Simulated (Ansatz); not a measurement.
**C2H3IO: up Jacob's ladder to CCSD(T)**

How much do the methods differ for C2H3IO? The plan is to run it at one geometry with functionals of several rungs and with coupled cluster. The yardstick is the atomisation energy at the CCSD(T) limit.

Computed with Ansatz 0.2.0, Gaussian basis. Level: functionals in def2-TZVPP, the program's frozen cores in correlated methods.

Plan: LDA (SPW92), PBE-D4, revPBE-D4, BLYP-D4, r2SCAN-D4, B97M-V, PBE0-D4, B3LYP-D4, r2SCANh-D4, r2SCAN0-D4, HSE06-D4, BHLYP-D4, CAM-B3LYP-D4, LC-ωPBE, ωB97X-V, ωB97M-V, B2PLYP, PBE-QIDH; CCSD(T)/def2-SVP; CCSD(T)/def2-TZVPP; MP2/def2-QZVPP; extrapolation to the limit; RPA on PBE.

**1. The geometry**

The geometry comes from an earlier relaxation with PBE0-D4 in a triple-zeta def2 set; it is a stationary point, not always the lowest conformer. I takes the def2 core potential; no spin-orbit term is included.

SMILES `O/C=C\I`, 7 atoms, charge 0, spin multiplicity 1.

Atoms are counted from 1 here; the program's logs count them from 0.

Bond lengths: O1–C2 1.337 Å, O1–H5 0.970 Å, C2–C3 1.329 Å, C2–H6 1.085 Å, C3–I4 2.075 Å, C3–H7 1.078 Å. Angles: C2–O1–H5 108.7°, O1–C2–C3 127.7°, O1–C2–H6 112.3°, C3–C2–H6 120.1°, C2–C3–I4 121.2°, C2–C3–H7 122.8°, I4–C3–H7 116.0°.

**2. LDA**

This LDA is Slater exchange with PW92 correlation.

File in.yaml:

```yaml
crystal:
  periodic: [false, false, false]
  atoms:
    - {symbol: O, position_ang: [-0.747503, 1.316013, 0.145608]}
    - {symbol: C, position_ang: [0.336344, 0.544656, 0.274275]}
    - {symbol: C, position_ang: [0.471036, -0.731136, -0.072135]}
    - {symbol: I, position_ang: [-1.099740, -1.785485, -0.925525]}
    - {symbol: H, position_ang: [-1.457030, 0.790129, -0.255122]}
    - {symbol: H, position_ang: [1.170427, 1.078346, 0.718980]}
    - {symbol: H, position_ang: [1.387868, -1.280522, 0.068320]}
basis:
  gaussian: {orbitals: def2-TZVPP}
hamiltonian: {xc: lda}
output: {orbitals: {seedname: orbitals}}
```

The runs that follow: PBE-D4 (GGA); revPBE-D4 (GGA); BLYP-D4 (GGA); r2SCAN-D4 (meta-GGA); B97M-V (meta-GGA); PBE0-D4 (hybrid); B3LYP-D4 (hybrid); r2SCANh-D4 (hybrid); r2SCAN0-D4 (hybrid); HSE06-D4 (hybrid); BHLYP-D4 (hybrid); CAM-B3LYP-D4 (range-separated); LC-ωPBE (range-separated); ωB97X-V (range-separated); ωB97M-V (range-separated); B2PLYP (double hybrid); PBE-QIDH (double hybrid); CCSD(T) in def2-SVP; CCSD(T) in def2-TZVPP; MP2 in def2-QZVPP; RPA on PBE orbitals.

Before running them: what should the planned runs give, taken together? Wanted: atomisation energy, CCSD(T)/CBS; farthest beyond LDA; mean size of error, GGA; mean size of error, meta-GGA; mean size of error, hybrid; mean size of error, range-separated; mean size of error, double hybrid; gap, smallest and largest; T1 diagnostic.

**Answer**, as computed:

| quantity | value |
| --- | --- |
| atomisation energy, CCSD(T)/CBS | 27.205 eV |
| functionals within 0.272 eV (1.0 %) | revPBE-D4, BLYP-D4, r2SCAN-D4, B97M-V, PBE0-D4, B3LYP-D4, r2SCANh-D4, HSE06-D4, CAM-B3LYP-D4, LC-ωPBE, ωB97X-V, ωB97M-V, PBE-QIDH |
| farthest beyond LDA | BHLYP-D4 (-1.367 eV) |
| mean size of error, GGA | 0.412 eV |
| mean size of error, meta-GGA | 0.094 eV |
| mean size of error, hybrid | 0.446 eV |
| mean size of error, range-separated | 0.161 eV |
| mean size of error, double hybrid | 0.297 eV |
| gap, smallest and largest | 3.90 eV (BLYP-D4), 10.85 eV (LC-ωPBE) |
| T1 diagnostic | 0.0113 |
| triples share of the correlation energy | 3.4 % |

In words: The LDA atomisation energy is off by 4.872 eV (18 %): it overbinds. PBE-D4 misses by +1.020 eV. Double hybrids carry the basis error of their MP2 part in triple zeta, and no dispersion term here, so their miss is partly the set-up's. The rungs meta-GGA, range-separated miss on average by less than the doubt on the reference (0.272 eV), so they tie. The reference freezes the cores and leaves out spin-orbit coupling and excitations past (T), and its outer-core shells are covered unevenly, so misses under about 0.272 eV can't be ranked. All levels share the lack of spin-orbit coupling, which lowers the free heavy atoms and so the true binding. Hartree-Fock recovers 68 % of the binding; the rest is correlation. CCSD(T) in def2-SVP is off by -1.696 eV, so the small basis spoils what the method gains. Orbital gaps span 3.9 to 10.8 eV; exact exchange widens them. Correlated methods include outer-core shells of I, which these sets cover unevenly.
